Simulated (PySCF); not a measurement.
# [Nd(NH3)2]3+: how settings move a single point

Which settings matter for [Nd(NH3)2]3+? Each run alters one on purpose. It is a constructed species; whether it can be made isn't addressed.

Program: PySCF 2.14.0. Level of theory: PBE0, Nd lcecp-1-SVP with ECP49, N def2-SVP, H def2-SVP; scalar-relativistic core potentials, no spin–orbit coupling. These are calculated values, not measurements.

2 further runs of the same task are left out: 2 for a known fault of the program.

**1. Starting geometry**

9 atoms, charge 3, spin multiplicity 1.

Bond lengths: Nd1–N2 2.434 Å, Nd1–N6 2.434 Å, N2–H3 1.041 Å, N2–H4 1.040 Å, N2–H5 1.041 Å, N6–H7 1.041 Å, N6–H8 1.041 Å, N6–H9 1.040 Å. Angles: N2–Nd1–N6 112.3°, Nd1–N2–H3 115.4°, Nd1–N2–H4 116.7°, Nd1–N2–H5 115.0°, H3–N2–H4 102.6°, H3–N2–H5 102.4°, H4–N2–H5 102.7°, Nd1–N6–H7 114.7°, Nd1–N6–H8 116.1°, Nd1–N6–H9 116.3°, H7–N6–H8 102.5°, H7–N6–H9 102.6°, H8–N6–H9 102.6°.

As a file:

```
Nd    0.89507   -0.74318    0.00020
N    -0.14736    0.12398    2.02138
H     0.43008    0.79467    2.56935
H    -1.04243    0.63912    1.90185
H    -0.39097   -0.59482    2.73409
N    -0.14492    0.12542   -2.02218
H     0.35873   -0.10361   -2.90379
H    -1.11019   -0.20900   -2.22049
H    -0.24566    1.15924   -2.08040
```

Formal oxidation states: Nd +3. Each metal's 3 4f electrons lie in its core potential, so multiplicities, spins and levels count the valence alone. An earlier session relaxed this geometry at PBE0, Nd lcecp-1-SVP with ECP49, N def2-SVP, H def2-SVP (singlet, point group C1).

The sound run used a (50, 194) grid (finer on f atoms), a threshold of 1e-8 and at most 55 cycles, and ended at -145.681031 Eh.

**2. Altered run 1**

Contents of run.py (the lines that set the calculation):

```python
mol = gto.M(atom='''
Nd     0.89507    -0.74318     0.00020
N     -0.14736     0.12398     2.02138
H      0.43008     0.79467     2.56935
H     -1.04243     0.63912     1.90185
H     -0.39097    -0.59482     2.73409
N     -0.14492     0.12542    -2.02218
H      0.35873    -0.10361    -2.90379
H     -1.11019    -0.20900    -2.22049
H     -0.24566     1.15924    -2.08040''',
    basis={'Nd': 'lcecp-1-SVP', 'N': 'def2-SVP', 'H': 'def2-SVP'},
    ecp={'Nd': 'lcecp-1-SVP'},
    charge=3, spin=0)
mf = dft.RKS(mol, xc='PBE0')
mf.grids.atom_grid = (30, 86)  # f atoms: unpruned
mf = mf.density_fit()  # fitting sets: Nd AutoAux, N def2-universal-JKFIT, H def2-universal-JKFIT
mf.conv_tol = 1e-08; mf.max_cycle = 55
mf.kernel(dm0)  # dm0: free metal ions and neutral atoms
```

The run is started by

```
$ OMP_NUM_THREADS=2 python run.py
```

Standard output:

```text
init E= -138.391291013107
  HOMO = -1.32400343764625  LUMO = -0.697324581514538  gap/eV = 17.05280
cycle= 1 E= -144.181847582857  delta_E= -5.79  |g|= 2.65  |ddm|= 2.87
  HOMO = -0.688122273786654  LUMO = -0.681537448612784  gap/eV = 0.17918
cycle= 2 E= -138.595202317877  delta_E= 5.59  |g|=  4.5  |ddm|= 4.78
  HOMO = -0.910604918732166  LUMO = -0.528701984610453  gap/eV = 10.39211
cycle= 3 E= -145.576927873544  delta_E= -6.98  |g|= 0.524  |ddm|= 4.14
  HOMO = -0.948915803159858  LUMO = -0.703813002441732  gap/eV = 6.66959
cycle= 4 E= -145.677008114938  delta_E= -0.1  |g|= 0.112  |ddm|= 1.24
  HOMO = -0.938839498108004  LUMO = -0.666830690008898  gap/eV = 7.40174
cycle= 5 E= -145.680755608918  delta_E= -0.00375  |g|= 0.0254  |ddm|= 0.158
  HOMO = -0.941163514356634  LUMO = -0.663905719664363  gap/eV = 7.54457
cycle= 6 E= -145.680889495939  delta_E= -0.000134  |g|= 0.00781  |ddm|= 0.0203
  HOMO = -0.94180949059594  LUMO = -0.663879128318038  gap/eV = 7.56287
cycle= 7 E= -145.680900398585  delta_E= -1.09e-05  |g|= 0.004  |ddm|= 0.00739
  HOMO = -0.942064220751117  LUMO = -0.663837373652629  gap/eV = 7.57094
cycle= 8 E= -145.680904020146  delta_E= -3.62e-06  |g|= 0.000559  |ddm|= 0.00314
  HOMO = -0.942067532130326  LUMO = -0.663780453017301  gap/eV = 7.57258
cycle= 9 E= -145.680904101623  delta_E= -8.15e-08  |g|= 8.81e-05  |ddm|= 0.000548
  HOMO = -0.942074409857  LUMO = -0.663781041749653  gap/eV = 7.57275
cycle= 10 E= -145.680904103654  delta_E= -2.03e-09  |g|= 1.13e-05  |ddm|= 0.000111
  HOMO = -0.942072825717007  LUMO = -0.663782930445297  gap/eV = 7.57265
Extra cycle  E= -145.680904103673  delta_E= -1.86e-11  |g|= 9.49e-06  |ddm|= 2.51e-05
converged SCF energy = -145.680904103673
```

Wall time 2.6 s (2 threads of Arm Neoverse V1, shared host).

Changed: the integration grid, to (30, 86). It converges in 10 cycles, +0.003 eV from the sound run, with a largest force component of 0.05 eV/Å. The result survives the change.

**3. Altered run 2**

Changes to run.py (the lines that set the calculation) since step 2:

```diff
@@ -14,5 +14,5 @@
 mf = dft.RKS(mol, xc='PBE0')
-mf.grids.atom_grid = (30, 86)  # f atoms: unpruned
+mf.grids.atom_grid = (50, 194)  # f atoms: unpruned, at least (60, 302)
 mf = mf.density_fit()  # fitting sets: Nd AutoAux, N def2-universal-JKFIT, H def2-universal-JKFIT
-mf.conv_tol = 1e-08; mf.max_cycle = 55
-mf.kernel(dm0)  # dm0: free metal ions and neutral atoms
+mf.conv_tol = 1e-08; mf.max_cycle = 60
+mf.kernel(dm0)  # dm0: core Hamiltonian
```

The run is started by

```
$ OMP_NUM_THREADS=2 python run.py
```

Standard output:

```text
init E= -129.393055202305
  HOMO = -0.504954132954051  LUMO = -0.448502743320187  gap/eV = 1.53612
cycle= 1 E= -119.599588757764  delta_E= 9.79  |g|= 5.74  |ddm|= 12.1
  HOMO = -1.87404957143248  LUMO = -1.81612216695963  gap/eV = 1.57628
cycle= 2 E= -104.810040352045  delta_E= 14.8  |g|= 7.18  |ddm|= 14.2
  HOMO = -1.40377708855318  LUMO = -0.850211814777666  gap/eV = 15.06328
cycle= 3 E= -144.090246278675  delta_E= -39.3  |g|= 2.44  |ddm|=   11
  HOMO = -0.95181485975278  LUMO = -0.544782603370123  gap/eV = 11.07591
cycle= 4 E= -145.521754956722  delta_E= -1.43  |g|= 0.651  |ddm|= 2.31
  HOMO = -0.971705909106486  LUMO = -0.662704797213969  gap/eV = 8.40835
cycle= 5 E= -145.658302590431  delta_E= -0.137  |g|= 0.282  |ddm|= 0.988
  HOMO = -0.938218789523811  LUMO = -0.660997063987443  gap/eV = 7.54359
cycle= 6 E= -145.680194538318  delta_E= -0.0219  |g|= 0.0536  |ddm|= 0.323
  HOMO = -0.941409800078925  LUMO = -0.667216565461681  gap/eV = 7.46118
cycle= 7 E= -145.680887857223  delta_E= -0.000693  |g|= 0.0246  |ddm|= 0.0891
  HOMO = -0.941618939484718  LUMO = -0.664619424373245  gap/eV = 7.53754
cycle= 8 E= -145.680998472734  delta_E= -0.000111  |g|= 0.0119  |ddm|= 0.0281
  HOMO = -0.941889605118435  LUMO = -0.663726469740638  gap/eV = 7.56920
cycle= 9 E= -145.681030210024  delta_E= -3.17e-05  |g|= 0.00114  |ddm|= 0.0101
  HOMO = -0.941961552928439  LUMO = -0.663815673029113  gap/eV = 7.56873
cycle= 10 E= -145.681030539495  delta_E= -3.29e-07  |g|= 0.000203  |ddm|= 0.00133
  HOMO = -0.941966140992551  LUMO = -0.663807998974322  gap/eV = 7.56907
cycle= 11 E= -145.681030550411  delta_E= -1.09e-08  |g|= 6.2e-05  |ddm|= 0.000215
  HOMO = -0.941967627988887  LUMO = -0.663793122351729  gap/eV = 7.56951
cycle= 12 E= -145.681030551602  delta_E= -1.19e-09  |g|= 3.13e-06  |ddm|= 0.000101
  HOMO = -0.941968164135627  LUMO = -0.663794103078464  gap/eV = 7.56950
Extra cycle  E= -145.681030551604  delta_E= -2.56e-12  |g|= 2.21e-06  |ddm|= 8.76e-06
converged SCF energy = -145.681030551604
```

Wall time 4 s (2 threads of Arm Neoverse V1, shared host).

Changed: the starting guess (bare core Hamiltonian); the cycle limit is 60. It converges in 12 cycles, at the sound run's energy within 0.001 eV, with a largest force component of 0.01 eV/Å. The result survives the change.

**4. Altered run 3**

Changes to run.py (the lines that set the calculation) since step 3:

```diff
@@ -16,3 +16,3 @@
 mf = mf.density_fit()  # fitting sets: Nd AutoAux, N def2-universal-JKFIT, H def2-universal-JKFIT
-mf.conv_tol = 1e-08; mf.max_cycle = 60
-mf.kernel(dm0)  # dm0: core Hamiltonian
+mf.conv_tol = 0.001; mf.max_cycle = 55
+mf.kernel(dm0)  # dm0: free metal ions and neutral atoms
```

The run is started by

```
$ OMP_NUM_THREADS=2 python run.py
```

Standard output:

```text
init E= -138.391730736254
  HOMO = -1.32382402127897  LUMO = -0.697316440620705  gap/eV = 17.04814
cycle= 1 E= -144.182050851562  delta_E= -5.79  |g|= 2.65  |ddm|= 2.87
  HOMO = -0.6881689837211  LUMO = -0.681528688399276  gap/eV = 0.18069
cycle= 2 E= -138.595693013062  delta_E= 5.59  |g|=  4.5  |ddm|= 4.78
  HOMO = -0.910512450519882  LUMO = -0.528706879423762  gap/eV = 10.38946
cycle= 3 E= -145.577012744747  delta_E= -6.98  |g|= 0.524  |ddm|= 4.14
  HOMO = -0.948752165618692  LUMO = -0.703842059422121  gap/eV = 6.66434
cycle= 4 E= -145.677123431529  delta_E= -0.1  |g|= 0.112  |ddm|= 1.24
  HOMO = -0.938725391388804  LUMO = -0.666847884320281  gap/eV = 7.39816
cycle= 5 E= -145.680881021871  delta_E= -0.00376  |g|= 0.0254  |ddm|= 0.158
  HOMO = -0.941037207771439  LUMO = -0.663918377364944  gap/eV = 7.54079
cycle= 6 E= -145.681015418415  delta_E= -0.000134  |g|= 0.00796  |ddm|= 0.0204
  HOMO = -0.94255573462503  LUMO = -0.663596668665034  gap/eV = 7.59086
Extra cycle  E= -145.681001827302  delta_E= 1.36e-05  |g|= 0.0113  |ddm|= 0.0149
converged SCF energy = -145.681001827302
```

Run time: 3.4 s. Hardware: 2 threads of Arm Neoverse V1, shared host.

Changed: the SCF threshold (0.001). It converges in 6 cycles, +0.001 eV from the sound run, with a largest force component of 0.05 eV/Å. The result survives the change.

**5. Altered run 4**

Changes to run.py (the lines that set the calculation) since step 4:

```diff
@@ -16,3 +16,3 @@
 mf = mf.density_fit()  # fitting sets: Nd AutoAux, N def2-universal-JKFIT, H def2-universal-JKFIT
-mf.conv_tol = 0.001; mf.max_cycle = 55
-mf.kernel(dm0)  # dm0: free metal ions and neutral atoms
+mf.conv_tol = 1e-08; mf.max_cycle = 55
+mf.kernel(dm0)  # dm0: smeared density
```

The run is started by

```
$ OMP_NUM_THREADS=2 python run.py
```

Standard output:

```text
init E= -145.666353733581
  HOMO = -0.942752760078549  LUMO = -0.661736845884121  gap/eV = 7.64683
cycle= 1 E= -145.680915283694  delta_E= -0.0146  |g|= 0.0188  |ddm|= 0.0345
  HOMO = -0.939324372447281  LUMO = -0.665904917108137  gap/eV = 7.44012
cycle= 2 E= -145.680847364417  delta_E= 6.79e-05  |g|= 0.0277  |ddm|= 0.0527
  HOMO = -0.942060200844478  LUMO = -0.664508589878042  gap/eV = 7.55256
cycle= 3 E= -145.681029705383  delta_E= -0.000182  |g|= 0.00146  |ddm|= 0.0233
  HOMO = -0.941931444810788  LUMO = -0.66379537271045  gap/eV = 7.56847
cycle= 4 E= -145.681030540261  delta_E= -8.35e-07  |g|= 0.000232  |ddm|= 0.00317
  HOMO = -0.941966518597444  LUMO = -0.663799669477886  gap/eV = 7.56931
cycle= 5 E= -145.681030551274  delta_E= -1.1e-08  |g|= 3.23e-05  |ddm|= 0.000192
  HOMO = -0.941968379446726  LUMO = -0.663794522399338  gap/eV = 7.56950
cycle= 6 E= -145.681030551593  delta_E= -3.19e-10  |g|= 6.67e-06  |ddm|= 3.86e-05
  HOMO = -0.941968342884664  LUMO = -0.663793631722888  gap/eV = 7.56952
Extra cycle  E= -145.681030551592  delta_E= 1.71e-13  |g|= 7.73e-06  |ddm|= 1.23e-05
converged SCF energy = -145.681030551592
```

Run time: 3.4 s. Hardware: 2 threads of Arm Neoverse V1, shared host.

Changed: the starting guess (smeared density). It converges in 6 cycles, at the sound run's energy within 0.001 eV, with a largest force component of 0.01 eV/Å. The result survives the change.

**6. Altered run 5**

Changes to run.py (the lines that set the calculation) since step 5:

```diff
@@ -14,5 +14,5 @@
 mf = dft.RKS(mol, xc='PBE0')
-mf.grids.atom_grid = (50, 194)  # f atoms: unpruned, at least (60, 302)
+mf.grids.atom_grid = (15, 26)  # f atoms: unpruned
 mf = mf.density_fit()  # fitting sets: Nd AutoAux, N def2-universal-JKFIT, H def2-universal-JKFIT
 mf.conv_tol = 1e-08; mf.max_cycle = 55
-mf.kernel(dm0)  # dm0: smeared density
+mf.kernel(dm0)  # dm0: free metal ions and neutral atoms
```

The run is started by

```
$ OMP_NUM_THREADS=2 python run.py
```

Standard output:

```text
init E= -138.35604476631
  HOMO = -1.31667178100665  LUMO = -0.697758665409097  gap/eV = 16.84148
cycle= 1 E= -144.143992519829  delta_E= -5.79  |g|= 2.65  |ddm|= 2.86
  HOMO = -0.687985149089807  LUMO = -0.683090456917775  gap/eV = 0.13319
cycle= 2 E= -138.63338087718  delta_E= 5.51  |g|= 4.47  |ddm|= 4.76
  HOMO = -0.907600021309265  LUMO = -0.527465503514623  gap/eV = 10.34399
cycle= 3 E= -145.536497577805  delta_E= -6.9  |g|= 0.524  |ddm|= 4.13
  HOMO = -0.944487770382031  LUMO = -0.704081435062073  gap/eV = 6.54179
cycle= 4 E= -145.637101349905  delta_E= -0.101  |g|= 0.114  |ddm|= 1.25
  HOMO = -0.934682227097731  LUMO = -0.665350435928886  gap/eV = 7.32889
cycle= 5 E= -145.641029698437  delta_E= -0.00393  |g|= 0.0261  |ddm|= 0.161
  HOMO = -0.937179018890287  LUMO = -0.662298844437684  gap/eV = 7.47987
cycle= 6 E= -145.641179306469  delta_E= -0.00015  |g|= 0.00602  |ddm|= 0.0198
  HOMO = -0.937923128015496  LUMO = -0.662277761947263  gap/eV = 7.50069
cycle= 7 E= -145.641187797106  delta_E= -8.49e-06  |g|= 0.00187  |ddm|= 0.00512
  HOMO = -0.937967710187648  LUMO = -0.662195452839286  gap/eV = 7.50415
cycle= 8 E= -145.641188511608  delta_E= -7.15e-07  |g|= 0.000768  |ddm|= 0.00182
  HOMO = -0.937974303432832  LUMO = -0.662161955126753  gap/eV = 7.50524
cycle= 9 E= -145.641188645904  delta_E= -1.34e-07  |g|= 0.0001  |ddm|= 0.00066
  HOMO = -0.937980483491984  LUMO = -0.662163556439726  gap/eV = 7.50536
cycle= 10 E= -145.641188648458  delta_E= -2.55e-09  |g|= 1.34e-05  |ddm|= 0.000118
  HOMO = -0.937978477330894  LUMO = -0.662165703591619  gap/eV = 7.50525
Extra cycle  E= -145.641188648479  delta_E= -2.12e-11  |g|= 1.25e-05  |ddm|= 3.16e-05
converged SCF energy = -145.641188648479
```

Wall time 2.2 s (2 threads of Arm Neoverse V1, shared host).

Changed: the integration grid, to (15, 26). It converges in 10 cycles, +1.084 eV from the sound run, with a largest force component of 1.14 eV/Å. The setting is unsound, so these numbers aren't the compound's.

**7. Results**

| run | changed | ending | energy change (eV) | cycles | time | usable |
| --- | --- | --- | --- | --- | --- | --- |
| 1 | the integration grid | converged | +0.003 | 10 | 2.6 s | yes |
| 2 | the starting guess | converged | 0.000 | 12 | 4 s | yes |
| 3 | the SCF threshold | converged | +0.001 | 6 | 3.4 s | yes |
| 4 | the starting guess | converged | 0.000 | 6 | 3.4 s | yes |
| 5 | the integration grid | converged | +1.084 | 10 | 2.2 s | no |

4 of 5 altered runs give a usable result. 1 ended normally with numbers unfit to quote.
